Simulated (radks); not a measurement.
**Gd⁺ with its nuclear charge varied continuously**

One table from this session's results is given with a row withheld; the runs are named, their logs left out.

Method: Dirac Kohn-Sham, PBE, spin-unpolarised, spherical densities, finite nucleus; open shells fill j = l - 1/2 first. Code: radks (a radial shooting solver on a logarithmic mesh, Libxc functionals) version 1.

## The system

| Property | Result |
| --- | --- |
| element | gadolinium (Z = 64) |
| charge | +1 |
| electrons | 63 |
| configuration | [Xe] 4f7 5d1 6s1 |
| nuclear rms radius | 5.1569 fm |

The first run:

Input:

```text
Z 64
configuration [Xe] 4f7 5d1 6s1
relativity Dirac
functional pbe,pbe
spin unpolarised
j_filling energy
nucleus finite rms 5.1569 fm
c 137.035999084
```

Steps of the session up to this table: Z = 64.

One of the session's tables, all rows but one given; the rest of the session is left out.

It belongs to the step «Z = 64». Radial moments (bohr):

```
level     <r>  outermost maximum (interpolated)  90 % within  nodes
5s1/2       ?                                 ?            ?      ?
5p1/2   1.495                              1.30         2.19      3
5p3/2   1.590                              1.38         2.33      3
4f5/2  0.8606                             0.565         1.48      0
4f7/2  0.8734                             0.570         1.50      0
6s1/2   3.669                              3.22         5.32      5
5d3/2   2.529                              1.90         4.01      2
5d5/2   2.596                              1.95         4.11      2
```

**Question.** Estimate the row for 5s1/2.

**Answer.** <r>: 1.334; outermost maximum (interpolated): 1.20; 90 % within: 1.92; nodes: 4. In the column «<r>» it lies between 4f7/2 (0.8734) and 5p1/2 (1.495).
